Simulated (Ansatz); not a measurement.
# KLiBr2: a single-point run

Aim: a sound single-point run of KLiBr2. The structure is shown as the input types it. The cell is built on a prototype (ordering on rocksalt) and needn't be the phase found in nature.

Method: density functional or hybrid calculation with the settings of its input, plane waves, in Ansatz 0.2.0.

### Step 1. The system as given

Symmetry: R-3m, No. 166, trigonal system. The conventional cell has a = 4.218 Å, b = 4.218 Å, c = 21.594 Å, α = 90.00°, β = 90.00°, γ = 120.00°. Around Li (site symmetry -3m) lie 6 Br at 2.86 Å. K (site symmetry -3m) has 6 Br at 3.22 Å in its first shell of neighbours. Around Br (site symmetry 3m) lie 3 Li at 2.86 Å and 3 K at 3.22 Å.

As a file:

```xyz
4
Lattice="2.1091 1.2177 7.1981 -2.1091 1.2177 7.1981 0.0000 -2.4354 7.1981" Properties=species:S:1:pos:R:3 pbc="T T T"
Li    2.1091    1.2177    7.1981
K     0.0000    0.0000   10.7972
Br    0.0000    0.0000    5.7080
Br    0.0000    0.0000   15.8864
```

### Step 2. Input and run

input.yaml reads:

```yaml
crystal:
  lattice:
    - [2.109086796, 1.2176818294, 7.1981408104]
    - [-2.109086796, 1.2176818294, 7.1981408104]
    - [0.0, -2.4353636589, 7.1981408104]
  atoms:
    - { symbol: Li, position: [1.0, 0.0, 0.0] }
    - { symbol: K, position: [0.5, 0.5, 0.5] }
    - { symbol: Br, position: [0.2643297172, 0.2643297172, 0.2643297172] }
    - { symbol: Br, position: [0.7356702828, 0.7356702828, 0.7356702828] }
kpoints:
  mp_grid: { grid: [6, 6, 6] }
hamiltonian:
  xc: r2scan
scf:
  occupations: { method: gaussian, width: 1.5 }
  n_extra_bands: 5
output:
  forces: true
  stress: true
  eigenvalues: true
```

The run is started by

```
$ ansatz run input.yaml --threads 4 --pin off --max-ram 3686MiB --backend cpu --events-out ev --progress --plain --runs-dir out
```

Q: Will this input give a usable result? If not, why, and what should change?

The run converged and reported no error. That alone doesn't make the input a sound one.

The suspect setting: scf.occupations.width is 1.5. Occupations are smeared over electronvolts, wider than many features of the bands.

To check: set scf.occupations.width to 0.001.
